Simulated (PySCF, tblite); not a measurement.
**C7H8NP: geometry, infrared bands and NMR shifts**

Aim: predict the infrared bands and NMR shifts of C7H8NP (`C=Cc1pccn1C=C`).

The runs use tblite 0.8.0 and PySCF 2.14.0, with density-fitted response routines of our own; the level of theory stands in each step. All values are computed, except where a source is named. Atoms count from 0, in the outputs and in this text.

### Step 1. Starting geometry

17 atoms, charge 0, multiplicity 1; geometry from: force field or distance geometry start.

Bonds of the start (Å): C0–C1 1.34, C1–C2 1.41, C2–P3 1.87, P3–C4 1.83, C4–C5 1.39, C5–N6 1.41, N6–C7 1.40, C7–C8 1.35, N6–C2 1.42, C0–H9 1.09, C0–H10 1.08, C1–H11 1.10, C4–H12 1.09, C5–H13 1.07, C7–H14 1.08, C8–H15 1.08, C8–H16 1.09.

### Step 2. Relaxing the molecule with GFN2-xTB

What the job is given:

```
{"job": {"kind": "relax", "xc": "GFN2-xTB", "basis": "xTB"}, "charge": 0, "multiplicity": 1}
C      2.846200     0.617400    -0.791900
C      1.919100    -0.033800    -0.076600
C      0.719300     0.568600     0.352700
P      0.679800     2.213400     1.249800
C     -1.112200     1.860800     1.388700
C     -1.545500     0.685600     0.784300
N     -0.529500    -0.075400     0.165000
C     -0.732700    -1.281700    -0.521800
C     -1.890000    -1.946900    -0.696500
H      2.700500     1.651600    -1.095800
H      3.752300     0.126600    -1.098800
H      2.102500    -1.079900     0.201900
H     -1.757500     2.568600     1.904100
H     -2.549200     0.312500     0.744100
H      0.148200    -1.706500    -0.974200
H     -1.917600    -2.868700    -1.253200
H     -2.840700    -1.600100    -0.291700
```

Run with:

```bash
$ OMP_NUM_THREADS=1 python probes_run.py task.json out
```

The driver reads the jobs from task.json and runs them one after another.

Standard output:

```text
step      E/eV     max force
  0    -664.43305    4.493
  1    -664.81099    2.608
  2    -664.93855    1.515
  3    -664.98582    0.750
  4    -665.01723    0.433
  5    -665.03269    0.416
  6    -665.04882    0.250
  7    -665.05784    0.231
  8    -665.06352    0.177
  9    -665.06606    0.168
 10    -665.06768    0.134
 11    -665.06949    0.149
 12    -665.07167    0.135
 13    -665.07330    0.086
 14    -665.07436    0.077
 15    -665.07522    0.076
 16    -665.07621    0.095
 17    -665.07717    0.089
 18    -665.07804    0.098
 19    -665.07898    0.108
 20    -665.08026    0.112
 21    -665.08182    0.105
 22    -665.08332    0.093
 23    -665.08463    0.078
 24    -665.08609    0.105
 25    -665.08813    0.158
 26    -665.09041    0.160
 27    -665.09223    0.109
 28    -665.09355    0.097
 29    -665.09477    0.082
 30    -665.09618    0.097
 31    -665.09752    0.086
 32    -665.09854    0.092
 33    -665.09941    0.089
 34    -665.10053    0.092
 35    -665.10189    0.099
 36    -665.10316    0.138
 37    -665.10440    0.146
 38    -665.10586    0.124
 39    -665.10759    0.105
 40    -665.10965    0.124
 41    -665.11142    0.118
 42    -665.11250    0.091
 43    -665.11335    0.069
 44    -665.11424    0.066
 45    -665.11506    0.059
 46    -665.11564    0.075
 47    -665.11612    0.084
 48    -665.11669    0.075
 49    -665.11760    0.061
 50    -665.11824    0.052
 51    -665.11863    0.045
 52    -665.11891    0.042
 53    -665.11917    0.039
 54    -665.11945    0.034
 55    -665.11972    0.042
 56    -665.11998    0.034
 57    -665.12020    0.031
 58    -665.12038    0.033
 59    -665.12059    0.036
 60    -665.12088    0.059
 61    -665.12136    0.059
 62    -665.12189    0.048
 63    -665.12225    0.045
 64    -665.12260    0.044
 65    -665.12304    0.060
 66    -665.12350    0.048
 67    -665.12388    0.067
 68    -665.12413    0.035
 69    -665.12432    0.031
 70    -665.12444    0.030
 71    -665.12462    0.027
 72    -665.12478    0.040
 73    -665.12490    0.032
 74    -665.12506    0.032
 75    -665.12522    0.031
 76    -665.12536    0.032
 77    -665.12547    0.028
 78    -665.12557    0.028
 79    -665.12568    0.029
 80    -665.12582    0.030
 81    -665.12598    0.029
 82    -665.12617    0.036
 83    -665.12638    0.046
 84    -665.12658    0.044
 85    -665.12679    0.034
 86    -665.12705    0.040
 87    -665.12740    0.051
 88    -665.12777    0.054
 89    -665.12813    0.053
 90    -665.12851    0.061
 91    -665.12912    0.058
 92    -665.13012    0.072
 93    -665.13125    0.067
 94    -665.13176    0.087
 95    -665.13237    0.071
 96    -665.13292    0.063
 97    -665.13433    0.101
 98    -665.13498    0.070
 99    -665.13568    0.054
100    -665.13617    0.042
101    -665.13639    0.041
102    -665.13668    0.032
103    -665.13681    0.029
104    -665.13687    0.027
105    -665.13693    0.019
106    -665.13701    0.021
107    -665.13709    0.018
108    -665.13713    0.011
109    -665.13715    0.010
```

It took 0.62 s on 1 thread of Arm Neoverse V2, shared host.

Along the way: (not every step is listed)

```
step  energy from step 0 (eV)  largest force (eV/Å)
   0                   0.0000                4.4933
   1                  -0.3779                2.6076
   2                  -0.5055                1.5151
   3                  -0.5528                0.7497
   4                  -0.5842                0.4326
   5                  -0.5996                0.4160
   6                  -0.6158                0.2495
   7                  -0.6248                0.2308
   8                  -0.6305                0.1767
  17                  -0.6441                0.0888
  26                  -0.6574                0.1601
  35                  -0.6688                0.0987
  44                  -0.6812                0.0659
  53                  -0.6861                0.0392
  62                  -0.6888                0.0477
  71                  -0.6916                0.0268
  80                  -0.6928                0.0300
  89                  -0.6951                0.0532
  98                  -0.7019                0.0697
 104                  -0.7038                0.0271
 105                  -0.7039                0.0193
 106                  -0.7040                0.0210
 107                  -0.7040                0.0185
 108                  -0.7041                0.0114
 109                  -0.7041                0.0101
```

Distances of close pairs at the start and the end, largest changes first:

```
  bond  before (Å)  after (Å)  change (Å)
 C2–P3       1.874      1.738      -0.136
 P3–C4       1.832      1.758      -0.073
 C5–N6       1.412      1.362      -0.050
 C2–N6       1.418      1.376      -0.042
 C4–C5       1.391      1.358      -0.033
 C1–C2       1.410      1.440      +0.031
 C7–C8       1.346      1.326      -0.021
C1–H11       1.098      1.083      -0.015
```

The end geometry stands in the next job.

### Step 3. Infrared spectrum with GFN2-xTB

What the job is given:

```
{"job": {"kind": "ir", "xc": "GFN2-xTB", "basis": "xTB"}, "charge": 0, "multiplicity": 1}
C      3.009452     0.618259    -0.485220
C      1.847693    -0.021550    -0.369853
C      0.649883     0.593518     0.141509
P      0.596230     2.103457     1.000337
C     -1.131081     1.865692     1.228405
C     -1.562062     0.700451     0.679723
N     -0.580149    -0.018795     0.067811
C     -0.826879    -1.202690    -0.621748
C     -1.825530    -2.037340    -0.370174
H      3.098263     1.656350    -0.211002
H      3.895602     0.128336    -0.847752
H      1.789622    -1.066203    -0.647664
H     -1.771807     2.561503     1.738693
H     -2.574136     0.339566     0.652081
H     -0.131861    -1.405600    -1.424282
H     -1.963001    -2.916798    -0.971768
H     -2.527237    -1.886127     0.430994
```

Standard output:

```text
mode    cm-1     km/mol
  1      61.5      0.60
  2      90.4      1.35
  3     117.4      0.28
  4     223.9      0.19
  5     234.7      0.41
  6     254.5      1.03
  7     395.7      1.70
  8     425.8      1.01
  9     463.0      0.75
 10     510.9      1.85
 11     548.4      0.55
 12     650.5      1.55
 13     668.0      6.34
 14     675.4      4.74
 15     737.0      5.97
 16     760.2     11.16
 17     811.1      0.04
 18     848.4     11.92
 19     858.5     17.45
 20     862.2     10.50
 21     950.9      0.56
 22     989.1     38.69
 23     999.1      2.65
 24    1009.2      1.08
 25    1035.4      1.56
 26    1111.3      3.71
 27    1217.2     36.47
 28    1246.6      1.88
 29    1290.6     16.08
 30    1297.1      7.07
 31    1357.8     47.99
 32    1384.5     41.08
 33    1405.6     14.37
 34    1411.5     65.80
 35    1497.5     74.00
 36    1645.0     16.97
 37    1680.0     97.45
 38    3048.2     30.81
 39    3076.2     16.54
 40    3102.1     13.78
 41    3122.7      6.25
 42    3125.6      6.26
 43    3135.8     26.30
 44    3138.7     37.12
 45    3156.3     25.97
```

Wall time 0.51 s (1 thread of Arm Neoverse V2, shared host).

The strongest bands and the atoms that carry them (share of the mass-weighted mode):

```
cm⁻¹  km/mol                                  atoms
 989    38.7  H11 34 %, H9 23 %, H14 20 %, H16 15 %
1217    36.5   H13 34 %, H12 18 %, N6 14 %, C4 14 %
1358    48.0              N6 20 %, C2 16 %, H9 11 %
1384    41.1                       N6 31 %, C5 15 %
1412    65.8            H15 24 %, H16 19 %, N6 12 %
1498    74.0                       C5 57 %, C4 34 %
1680    97.5                       C7 51 %, C8 40 %
3139    37.1                      H10 68 %, H9 21 %
```

### Step 4. Shielding tensors: PBE0/pcSseg-1

Same as in step 3 but for these lines:

```diff
@@ -1,2 +1,2 @@
-{"job": {"kind": "ir", "xc": "GFN2-xTB", "basis": "xTB"}, "charge": 0, "multiplicity": 1}
+{"job": {"kind": "nmr", "xc": "PBE0", "basis": "pcSseg-1"}, "charge": 0, "multiplicity": 1}
 C      3.009452     0.618259    -0.485220
```

Level: GIAO PBE0/pcSseg-1 NMR shielding, non-relativistic, gas phase.

Standard output:

```text
coarse grid: 15248 points
cycle   1  E = -666.9187326220  dE =  1.633e+00  |g| = 4.865e-01  |ddm| = 4.084e+00
cycle   2  E = -666.8482413419  dE =  7.049e-02  |g| = 7.378e-01  |ddm| = 1.027e+00
cycle   3  E = -666.9736108325  dE = -1.254e-01  |g| = 1.593e-01  |ddm| = 6.924e-01
cycle   4  E = -666.9798244853  dE = -6.214e-03  |g| = 4.588e-02  |ddm| = 2.123e-01
cycle   5  E = -666.9803222266  dE = -4.977e-04  |g| = 2.219e-02  |ddm| = 8.225e-02
cycle   6  E = -666.9804524647  dE = -1.302e-04  |g| = 3.495e-03  |ddm| = 2.364e-02
cycle   7  E = -666.9804549293  dE = -2.465e-06  |g| = 1.982e-03  |ddm| = 6.849e-03
final grid: 144352 points
cycle   8  E = -667.0336251348  dE = -3.309e-05  |g| = 1.044e-02  |ddm| = 3.846e-02
cycle   9  E = -667.0335817918  dE =  4.334e-05  |g| = 1.603e-02  |ddm| = 2.968e-02
cycle  10  E = -667.0336539504  dE = -7.216e-05  |g| = 2.787e-03  |ddm| = 2.143e-02
cycle  11  E = -667.0336558414  dE = -1.891e-06  |g| = 5.765e-04  |ddm| = 2.867e-03
cycle  12  E = -667.0336559217  dE = -8.035e-08  |g| = 1.853e-04  |ddm| = 7.677e-04
cycle  13  E = -667.0336559295  dE = -7.758e-09  |g| = 7.826e-05  |ddm| = 2.535e-04
cycle  14  E = -667.0336559311  dE = -1.667e-09  |g| = 1.918e-05  |ddm| = 9.968e-05
cycle  15  E = -667.0336559312  dE = -8.799e-11  |g| = 6.016e-06  |ddm| = 2.621e-05
converged SCF energy = -667.0336559312

GIAO shielding tensors (ppm)
atom      isotropic    diamagn.    paramagn.     s11        s22        s33       span
  0 C       67.164     252.666    -185.503    -40.351     77.602    164.241    204.592
  1 C       53.211     255.193    -201.982    -61.980     59.860    161.752    223.732
  2 C       11.325     258.460    -247.135   -122.510     37.802    118.685    241.195
  3 P      183.352     969.964    -786.612     13.980     96.131    439.945    425.966
  4 C       49.468     266.538    -217.070    -68.077     48.187    168.294    236.371
  5 C       55.578     252.464    -196.886    -29.872     71.946    124.659    154.531
  6 N       51.060     333.207    -282.147    -10.344      2.916    160.608    170.952
  7 C       48.874     253.152    -204.278    -66.079     75.519    137.182    203.260
  8 C       78.808     255.561    -176.753    -20.548     88.195    168.778    189.326
  9 H       24.874      31.154      -6.279     21.945     23.357     29.321      7.376
 10 H       26.320      28.296      -1.976     23.945     24.902     30.113      6.169
 11 H       24.888      32.632      -7.744     21.937     23.281     29.446      7.509
 12 H       24.329      31.669      -7.340     22.896     23.571     26.520      3.624
 13 H       24.108      32.830      -8.722     19.390     24.733     28.201      8.811
 14 H       24.477      32.333      -7.856     20.408     23.647     29.375      8.968
 15 H       26.544      28.968      -2.424     24.704     25.292     29.637      4.932
 16 H       26.242      32.173      -5.931     23.016     24.796     30.914      7.898
```

Run time: 30 s. Hardware: 1 thread of Arm Neoverse V2, shared host; peak memory 0.89 GiB.

Shifts follow as δ = σ(reference) − σ, with reference shieldings (ppm) from runs at the same level and on the same kind of geometry: 1H TMS 31.72, 13C TMS 186.9, 15N NH3 267.7, 31P H3PO4 318.4. The references are single molecules in the gas phase, so shifts against H2O, NH3, PH3, H3PO4 or CFCl3 are not on the usual liquid scales and can be off by tens of ppm.

```
atoms                                          environment  σ (ppm)  δ (ppm)  δ scaled to CDCl3
   C2  substituted aromatic carbon next to a ring nitrogen     11.3    175.6              169.5
   C7                                            alkene CH     48.9    138.1              132.8
   C4                                          aromatic CH     49.5    137.5              132.2
   C1                                            alkene CH     53.2    133.7              128.6
   C5                  aromatic CH next to a ring nitrogen     55.6    131.3              126.3
   C0                                 terminal =CH2 carbon     67.2    119.8              115.0
   C8                                 terminal =CH2 carbon     78.8    108.1              103.6
  H13   hydrogen on an aromatic CH next to a ring nitrogen    24.11     7.61               7.28
  H12                           hydrogen on an aromatic CH    24.33     7.39               7.07
  H14                             hydrogen on an alkene CH    24.48     7.24               6.93
   H9                   hydrogen on a terminal =CH2 carbon    24.87     6.84               6.56
  H11                             hydrogen on an alkene CH    24.89     6.83               6.54
  H16                   hydrogen on a terminal =CH2 carbon    26.24     5.48               5.27
  H10                   hydrogen on a terminal =CH2 carbon    26.32     5.40               5.19
  H15                   hydrogen on a terminal =CH2 carbon    26.54     5.17               4.98
   P3       phosphorus bonded to 2 C, in a 5-membered ring    183.4    135.0                  –
   N6                           pyrrole-type ring nitrogen     51.1    216.7                  –
```

The scaled column applies a straight-line fit of computed shieldings to shifts measured in CDCl3 (root-mean-square error 0.16 ppm for H, 1.9 ppm for C).

Charges from the same density, by scheme (e):

```
atoms  Mulliken    IAO  Hirshfeld  ESP fit
   C0     -0.13  -0.31      -0.10    -0.32
   C1     -0.23  -0.15      -0.06    -0.23
   C2     -0.04  -0.16      -0.03    -0.02
   P3      0.37   0.26       0.03    -0.14
   C4     -0.46  -0.41      -0.14    -0.12
   C5      0.22  -0.09      -0.02    -0.45
   N6     -0.62  -0.04       0.01     0.41
   C7      0.07  -0.05       0.01    -0.17
   C8     -0.19  -0.34      -0.11    -0.47
```

Mayer bond orders: C0–C1 1.93, C1–C2 1.08, C2–P3 1.38, P3–C4 1.22, C4–C5 1.54, C5–N6 1.11, N6–C7 0.97, C7–C8 1.94, N6–C2 1.08.

Ring of atoms C2, P3, C4, C5, N6: NICS(0) -10.2, NICS(1) -9.6, NICS(1)zz -22.4 ppm (means of both faces).

### Step 5. Results

| quantity | value |
| --- | --- |
| strongest single infrared mode (GFN2-xTB) | 1680 cm⁻¹, 97 km/mol |
| zero-point energy (GFN2-xTB) | 81.0 kcal/mol |
| 13C shifts against TMS (PBE0/pcSseg-1) | 175.6, 138.1, 137.5, 133.7, 131.3, 119.8, 108.1 ppm |
| 1H shifts against TMS (PBE0/pcSseg-1) | 7.61, 7.39, 7.24, 6.84, 6.83, 5.48, 5.40, 5.17 ppm |
| 31P shifts against H3PO4 (PBE0/pcSseg-1) | 135.0 ppm |
| 15N shifts against NH3 (PBE0/pcSseg-1) | 216.7 ppm |

What this shows: Over 109 steps the energy fell by 0.704 eV; of the close pairs, C2–P3 changed most, 1.874 to 1.738 Å. All 45 modes are real, so the xTB geometry is a minimum. The strongest single mode, at 1680 cm⁻¹, moves mainly C7 and C8. Unscaled tight-binding wavenumbers are off by several per cent, some by more. Its intensities can rank the bands wrongly. At PBE0/pcSseg-1: Shielding is most anisotropic at P3 (span 426 ppm, paramagnetic term -787 ppm). NICS(1)zz of -22 ppm above the planar ring from C2 marks a diatropic (aromatic) ring current.
